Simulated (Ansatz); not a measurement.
# CAM-B3LYP/def2-SVPD (core potential) run of SnSiH6 (SMILES [SiH3][SnH3])

What is the vertical electron affinity of SnSiH6 at CAM-B3LYP/def2-SVPD (core potential)? 

Program for the calculation: Ansatz 0.2.0.

45 further runs of the same task are left out: 45 set aside as unsound or not needed.

## 1. The system as given

SnSiH6: 8 atoms, total charge 0, spin state singlet. SMILES: `[SiH3][SnH3]`. The coordinates come from a PBE0-D4/def2-TZVP relaxation.

Bond lengths: Si1–Sn2 2.560 Å, Si1–H3 1.487 Å, Si1–H4 1.487 Å, Si1–H5 1.487 Å, Sn2–H6 1.708 Å, Sn2–H7 1.708 Å, Sn2–H8 1.708 Å. Some angles: Si1–Sn2–H6 110.7°, Si1–Sn2–H7 110.8°, Si1–Sn2–H8 110.8°, Sn2–Si1–H3 110.2°, Sn2–Si1–H4 110.2°, Sn2–Si1–H5 110.2°, H6–Sn2–H7 108.2°, H6–Sn2–H8 108.2°, H7–Sn2–H8 108.2°, H3–Si1–H4 108.8°.

## 2. A single-point energy at CAM-B3LYP/def2-SVPD (core potential)

Input file run.yaml:

```yaml
basis:
  gaussian: {orbitals: def2-SVPD}
crystal:
  periodic: [false, false, false]
  atoms:
    - {symbol: Si, position_ang: [-0.621900, 0.121300, -1.152100]}
    - {symbol: Sn, position_ang: [0.611700, -0.129400, 1.077500]}
    - {symbol: H, position_ang: [-2.070400, 0.355200, -0.912500]}
    - {symbol: H, position_ang: [-0.465000, -1.112000, -1.967300]}
    - {symbol: H, position_ang: [-0.071600, 1.272400, -1.915300]}
    - {symbol: H, position_ang: [0.450400, 1.285900, 2.019300]}
    - {symbol: H, position_ang: [2.276200, -0.410700, 0.820500]}
    - {symbol: H, position_ang: [-0.017200, -1.439600, 1.974000]}
output: {orbitals: {seedname: orbitals}}
hamiltonian: {xc: {name: CAM-B3LYP}}
accuracy: high
```

Run with:

```sh
$ ansatz run run.yaml --threads 1 --pin off --max-ram 3480MiB --events-out events.jsonl --progress --plain --runs-dir runs
```

Log:

```text
Warning: RAYON_NUM_THREADS=1 ignored (pool sized by the plan → 1); use --threads N
Functional definition: CAM-B3LYP
  name "CAM-B3LYP"
  parameter alpha = 0.19
  parameter beta = 0.46
  parameter omega = 0.33/bohr
  parameter ac = 0.81
  exchange = (1 - alpha - beta)*b88_x + beta*b88_x_sr(omega) + alpha*exact_x + beta*exact_x_lr(omega)
  correlation = (1 - ac)*vwn5_c + ac*lyp_c
2258 factors; integrals over basis functions are off by at most 3.7e-9 eV
612 factors; integrals over basis functions are off by at most 2.3e-9 eV
mean field evaluation 1: about -13802.7774 eV, gradient 8.2e0 eV
mean field evaluation 2: about -13802.9749 eV, gradient 3.7e0 eV
mean field evaluation 4: about -13803.0077 eV, gradient 9.4e-1 eV
mean field evaluation 8: about -13803.0319 eV, gradient 2.3e-2 eV
mean field evaluation 16: about -13803.0319 eV, gradient 7.4e-7 eV
mean field -13803.03188337 eV, -507.2520656829 hartree, gradient 1.1e-8 eV, S^2 0.000000; 0 other end points of the search recorded, 0 dependent functions left out
reference -13803.03190656 eV, -507.2520665352 hartree; 21, 21 occupied and 83, 83 virtual orbitals, 2258 factors
Total energy: -13803.03190656 eV, -507.2520665352 hartree
```

Wall time 12 s (1 thread of Intel Xeon Platinum 8259CL at 2.50GHz (Skylake/Cascade Lake), shared host); peak memory 0.45 GiB.

## 3. The doublet anion, same level

Input file in.yaml:

```yaml
crystal:
  periodic: [false, false, false]
  atoms:
    - {symbol: Si, position_ang: [-0.621900, 0.121300, -1.152100]}
    - {symbol: Sn, position_ang: [0.611700, -0.129400, 1.077500]}
    - {symbol: H, position_ang: [-2.070400, 0.355200, -0.912500]}
    - {symbol: H, position_ang: [-0.465000, -1.112000, -1.967300]}
    - {symbol: H, position_ang: [-0.071600, 1.272400, -1.915300]}
    - {symbol: H, position_ang: [0.450400, 1.285900, 2.019300]}
    - {symbol: H, position_ang: [2.276200, -0.410700, 0.820500]}
    - {symbol: H, position_ang: [-0.017200, -1.439600, 1.974000]}
basis:
  gaussian:
    orbitals: def2-SVPD
total_charge: -1
magnetization:
  spin_polarized: true
  initial_magnetization: 1
hamiltonian:
  xc: {name: CAM-B3LYP}
accuracy: high
output: {orbitals: {seedname: orbitals}}
```

Run with:

```sh
$ ansatz run in.yaml --threads 1 --pin off --max-ram 3480MiB --events-out events.jsonl --progress --plain --runs-dir runs
```

Log, shortened:

```text
Warning: RAYON_NUM_THREADS=1 ignored (pool sized by the plan → 1); use --threads N
[... 2 set-up lines as earlier in the session ...]
[...]
2259 factors; integrals over basis functions are off by at most 3.7e-9 eV
612 factors; integrals over basis functions are off by at most 2.3e-9 eV
[...]
mean field -13801.96705976 eV, -507.2129341370 hartree, gradient 5.8e-8 eV, S^2 0.751751; 6 other end points of the search recorded, 0 dependent functions left out
reference -13801.96707886 eV, -507.2129348388 hartree; 22, 21 occupied and 82, 83 virtual orbitals, 2259 factors
Total energy: -13801.96707886 eV, -507.2129348388 hartree
```

Wall time 42 s (1 thread of Intel Xeon Platinum 8259CL at 2.50GHz (Skylake/Cascade Lake), shared host); peak memory 0.63 GiB.

## 4. What came out

At CAM-B3LYP/def2-SVPD (core potential):

| quantity | value |
| --- | --- |
| singlet SnSiH6: total energy | -507.25207 Eh |
| singlet SnSiH6: HOMO energy | -9.24 eV |
| singlet SnSiH6: LUMO energy | 0.51 eV |
| singlet SnSiH6: HOMO–LUMO gap | 9.75 eV |
| doublet anion: total energy | -507.21293 Eh |
| doublet anion: HOMO energy (highest over α and β) | 1.61 eV |
| doublet anion: LUMO energy (lowest over α and β) | 4.01 eV |
| doublet anion: ⟨S²⟩ | 0.752 |
| vertical electron affinity (to the doublet anion) | -1.065 eV |

**Reading.** The anion lies 1.06 eV (25 kcal/mol) above the neutral: the electron isn't bound at this level, and such a value depends on the basis. The HOMO (doublet anion) lies at positive energy, 1.61 eV; only total energies tell whether the electron is bound.
